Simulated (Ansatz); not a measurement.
# Al: the cost of one run

Method: DFT PBEsol, scalar-relativistic, plane waves, PAW, in Ansatz 0.2.0.

## Step 1: The starting structure

Symmetry: Fm-3m, No. 225, cubic system. The conventional cell has a = 4.039 Å, b = 4.039 Å, c = 4.039 Å, α = 90.00°, β = 90.00°, γ = 90.00°. Al (site symmetry m-3m) has 12 Al at 2.86 Å as nearest neighbours.

Structure file:

```xyz
1
Lattice="0.0000 2.0195 2.0195 2.0195 0.0000 2.0195 2.0195 2.0195 0.0000" Properties=species:S:1:pos:R:3 pbc="T T T"
Al    0.0000    0.0000    0.0000
```

Source of the structure: the Materials Project (structure only).

(A quick probe on a coarse mesh, which set the mesh and smearing, is not shown.)

## Step 3: Full relaxation

input.yaml reads:

```yaml
crystal:
  lattice:
    - [0.0, 2.01946485, 2.01946485]
    - [2.01946485, 0.0, 2.01946485]
    - [2.01946485, 2.01946485, 0.0]
  atoms:
    - { symbol: Al, position: [0.0, 0.0, 0.0] }
basis:
  ecutwfc: 420
kpoints:
  mp_grid: { grid: [18, 18, 18] }
hamiltonian:
  xc: pbesol
scf:
  occupations: { method: gaussian, width: 0.1 }
output:
  forces: true
  stress: true
  eigenvalues: true
  write_density: true
  write_potential: true
  elf: true
  volumetric_format: npy
relax:
  adjacent_minimum: "off"
  f_tol: 0.005
  max_steps: 80
  cell: { stress_tol: 0.05 }
```

Run with:

```console
> ansatz run input.yaml --threads 4 --pin off --max-ram 8192MiB --backend cpu --events-out ev --progress --plain --runs-dir out
```

What time and memory should one allow on 4 threads of Intel Xeon 6975P-C (Granite Rapids), shared host?

About 1.1 s, with a peak of 0.34 GiB.
